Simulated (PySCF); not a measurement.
# Os, Os+: ionisation energy in x2c-TZVPPall plus 1 even-tempered diffuse shell per l

Each state of osmium is computed at each level; their differences give the ionisation energy. How far do the methods differ?

Program: PySCF 2.14.0. Level of theory: unrestricted determinants in a Gaussian basis, no spin-orbit coupling in the energies. These are calculated values, not measurements, unless marked.

**1. The system**

- Element: osmium (Z = 76)
- Basis: x2c-TZVPPall with one added diffuse shell each of s, p, d, f type (12s8p8d4f1g, 113 functions)
- Hamiltonian: scalar relativity by spin-free X2C-1e
- State 1: Os: [Xe] 4f14 5d6 6s2, high-spin 5D determinant
- State 2: Os+: [Xe] 4f14 5d6 6s1, high-spin 6D determinant
- Methods: CCSD(T)
- Core shells frozen in the correlated runs: valence and next inner shell: [Kr] 4d10 4f14 (for Os)

Outer shells as boxes (Hund's rule):

Os [Xe] 4f14 5d6 6s2
```
[Xe] core
4f [↑↓][↑↓][↑↓][↑↓][↑↓][↑↓][↑↓]
5d [↑↓][↑ ][↑ ][↑ ][↑ ]
6s [↑↓]
```

Os+ [Xe] 4f14 5d6 6s1
```
[Xe] core
4f [↑↓][↑↓][↑↓][↑↓][↑↓][↑↓][↑↓]
5d [↑↓][↑ ][↑ ][↑ ][↑ ]
6s [↑ ]
```

One driver process ran all states and methods and kept the integrals in memory. Each run is shown as a PySCF script that sums up its settings (the driver passes frozen orbitals as a list and adds second-order terms of double hybrids); the logs are those of the runs themselves. The driver starts from symmetry-adapted Hartree-Fock orbitals, holds the occupation by maximum overlap and uses a logarithmic radial grid for functionals, so a plain start would take other cycles.

The integrals over 113 functions and the set-up took 10 s of CPU time.

**2. Os, at CCSD(T) (valence and next inner shell)**

**CCSD(T) (valence and next inner shell)**

Input file input.py:

```python
from pyscf import gto, scf, dft, mp, cc
import basis_set_exchange as bse
mol = gto.M(atom="Os 0 0 0", charge=0, spin=4, symmetry="D2h",
            basis=gto.basis.parse(bse.get_basis("x2c-TZVPPall", elements=["Os"], fmt="nwchem", augment_diffuse=1)),
            nucmod="G")
mf = scf.UHF(mol).sfx2c1e()
mf.irrep_nelec = {'Ag': (12, 10), 'B1g': (3, 3), 'B2g': (3, 2), 'B3g': (3, 2), 'Au': (1, 1), 'B1u': (6, 6), 'B2u': (6, 6), 'B3u': (6, 6)}
mf.kernel()
mycc = cc.CCSD(mf, frozen=30).run()
mycc.ccsd_t()
```

Standard output:

```text
CC2 = 0
CCSD nocc = (np.int64(10), np.int64(6)), nmo = (83, 83)
frozen orbitals [[0, 1, 2, 3, 4, 5, 6, 7, 8, 9, 10, 11, 12, 13, 14, 15, 16, 17, 18, 19, 20, 21, 22, 24, 25, 26, 27, 28, 29, 30], [0, 1, 2, 3, 4, 5, 6, 7, 8, 9, 10, 11, 12, 13, 14, 15, 16, 17, 18, 19, 20, 21, 22, 24, 25, 26, 27, 28, 29, 30]]
max_cycle = 100
direct = 0
conv_tol = 1e-08
conv_tol_normt = 1e-06
diis_space = 8
diis_start_cycle = 0
Init t2, MP2 energy = -0.415916055948041
Init E_corr(UCCSD) = -0.415916055949429
cycle = 1  E_corr(UCCSD) = -0.399522158370769  dE = 0.0163938976  norm(t1,t2) = 0.0880288
cycle = 2  E_corr(UCCSD) = -0.409580699701705  dE = -0.0100585413  norm(t1,t2) = 0.0261342
cycle = 3  E_corr(UCCSD) = -0.409782502473083  dE = -0.000201802771  norm(t1,t2) = 0.0139799
cycle = 4  E_corr(UCCSD) = -0.410975890779849  dE = -0.00119338831  norm(t1,t2) = 0.00472185
cycle = 5  E_corr(UCCSD) = -0.410953907136419  dE = 2.19836434e-05  norm(t1,t2) = 0.00216733
cycle = 6  E_corr(UCCSD) = -0.410907075883137  dE = 4.68312533e-05  norm(t1,t2) = 0.00177674
cycle = 7  E_corr(UCCSD) = -0.410972400058156  dE = -6.5324175e-05  norm(t1,t2) = 0.00147777
cycle = 8  E_corr(UCCSD) = -0.410982718767534  dE = -1.03187094e-05  norm(t1,t2) = 0.000973866
cycle = 9  E_corr(UCCSD) = -0.410952329913967  dE = 3.03888536e-05  norm(t1,t2) = 0.000526463
cycle = 10  E_corr(UCCSD) = -0.410953232856439  dE = -9.02942472e-07  norm(t1,t2) = 0.0001768
cycle = 11  E_corr(UCCSD) = -0.410958582763819  dE = -5.34990738e-06  norm(t1,t2) = 6.93182e-05
cycle = 12  E_corr(UCCSD) = -0.410958534668867  dE = 4.80949517e-08  norm(t1,t2) = 2.67935e-05
cycle = 13  E_corr(UCCSD) = -0.410958378223816  dE = 1.56445051e-07  norm(t1,t2) = 1.14021e-05
cycle = 14  E_corr(UCCSD) = -0.41095834280021  dE = 3.54236064e-08  norm(t1,t2) = 3.68096e-06
cycle = 15  E_corr(UCCSD) = -0.410958397735363  dE = -5.49351533e-08  norm(t1,t2) = 1.28715e-06
cycle = 16  E_corr(UCCSD) = -0.410958423112239  dE = -2.53768758e-08  norm(t1,t2) = 6.53545e-07
cycle = 17  E_corr(UCCSD) = -0.410958428736417  dE = -5.62417796e-09  norm(t1,t2) = 3.68886e-07
UCCSD converged
E(UCCSD) = -17250.43009382121  E_corr = -0.4109584287364166
UCCSD(T) correction = -0.0152442420578526
```

CPU time 84 s on a shared host, the integrals not counted.

CCSD correlation -0.41096 hartree, triples -0.01524; total -17250.445338. T1 = 0.020, largest double amplitude 0.045.

Spin-orbit coupling, absent here, splits the open shell strongly.

**3. Os+, at CCSD(T) (valence and next inner shell)**

**CCSD(T) (valence and next inner shell)**

Input file input.py:

```python
from pyscf import gto, scf, dft, mp, cc
import basis_set_exchange as bse
mol = gto.M(atom="Os 0 0 0", charge=1, spin=5, symmetry="D2h",
            basis=gto.basis.parse(bse.get_basis("x2c-TZVPPall", elements=["Os"], fmt="nwchem", augment_diffuse=1)),
            nucmod="G")
mf = scf.UHF(mol).sfx2c1e()
mf.irrep_nelec = {'Ag': (12, 9), 'B1g': (3, 3), 'B2g': (3, 2), 'B3g': (3, 2), 'Au': (1, 1), 'B1u': (6, 6), 'B2u': (6, 6), 'B3u': (6, 6)}
mf.kernel()
mycc = cc.CCSD(mf, frozen=30).run()
mycc.ccsd_t()
```

Standard output:

```text
CC2 = 0
CCSD nocc = (np.int64(10), np.int64(5)), nmo = (83, 83)
frozen orbitals [[0, 1, 2, 3, 4, 5, 6, 7, 8, 9, 10, 11, 12, 13, 14, 15, 16, 17, 18, 19, 20, 21, 22, 24, 25, 26, 27, 28, 29, 30], [0, 1, 2, 3, 4, 5, 6, 7, 8, 9, 10, 11, 12, 13, 14, 15, 16, 17, 18, 19, 20, 21, 22, 24, 25, 26, 27, 28, 29, 30]]
max_cycle = 100
direct = 0
conv_tol = 1e-08
conv_tol_normt = 1e-06
diis_space = 8
diis_start_cycle = 0
Init t2, MP2 energy = -0.353234133276418
Init E_corr(UCCSD) = -0.353234133278567
cycle = 1  E_corr(UCCSD) = -0.347632556701224  dE = 0.00560157658  norm(t1,t2) = 0.0418926
cycle = 2  E_corr(UCCSD) = -0.352270645026303  dE = -0.00463808833  norm(t1,t2) = 0.0101897
cycle = 3  E_corr(UCCSD) = -0.352510845805126  dE = -0.000240200779  norm(t1,t2) = 0.00417867
cycle = 4  E_corr(UCCSD) = -0.352773521147049  dE = -0.000262675342  norm(t1,t2) = 0.00128404
cycle = 5  E_corr(UCCSD) = -0.352754793257925  dE = 1.87278891e-05  norm(t1,t2) = 0.000339599
cycle = 6  E_corr(UCCSD) = -0.352744112989314  dE = 1.06802686e-05  norm(t1,t2) = 0.000103844
cycle = 7  E_corr(UCCSD) = -0.352749038631292  dE = -4.92564198e-06  norm(t1,t2) = 3.3831e-05
cycle = 8  E_corr(UCCSD) = -0.35274930735373  dE = -2.68722438e-07  norm(t1,t2) = 8.52349e-06
cycle = 9  E_corr(UCCSD) = -0.352748943874666  dE = 3.63479064e-07  norm(t1,t2) = 2.47967e-06
cycle = 10  E_corr(UCCSD) = -0.352748943198882  dE = 6.75783984e-10  norm(t1,t2) = 5.01984e-07
UCCSD converged
E(UCCSD) = -17250.1312070083  E_corr = -0.3527489431988823
UCCSD(T) correction = -0.00918690419094233
```

CPU time 63 s on a shared host, the integrals not counted.

CCSD correlation -0.35275 hartree, triples -0.00919; total -17250.140394. T1 = 0.007, largest double amplitude 0.020.

Spin-orbit coupling, absent here, splits the open shell strongly.

**4. Differences of total energies**

Ionisation energy: Os [Xe] 4f14 5d6 6s2 (5D) → Os+ [Xe] 4f14 5d6 6s1 (6D).

```csv
method,value (eV),error (eV)
UHF,6.549,-1.924
MP2 (valence and next inner shell),8.255,-0.219
SCS-MP2 (valence and next inner shell),8.348,-0.125
CCSD (valence and next inner shell),8.133,-0.340
CCSD(T) (valence and next inner shell),8.298,-0.175
```

Reference: 8.473 eV (measured; NIST levels, between the centres of gravity of the two terms). Errors of the correlated levels include the incompleteness of this basis.

The runs at UHF, MP2 (valence and next inner shell) are not shown; their differences are listed all the same.

**5. What came out**

```
             quantity                                                                        value
ionisation energy, Os  UHF 6.549, CCSD(T) (valence and next inner shell) 8.298 eV; reference 8.473
```

Each level's miss (mean over 1 difference):

```csv
method,mean absolute miss against the measured value (with the measured fine structure taken into account where it is known) (eV)
UHF,1.924
MP2 (valence and next inner shell),0.219
SCS-MP2 (valence and next inner shell),0.125
CCSD (valence and next inner shell),0.340
CCSD(T) (valence and next inner shell),0.175
```

**Reading.** Against experiment SCS-MP2 (valence and next inner shell) comes closest (off by 0.13 eV) and UHF is farthest (1.92 eV). Hartree-Fock falls short because the species with more electrons holds more correlation energy, which it lacks. The basis is finite, and no extrapolation was made.
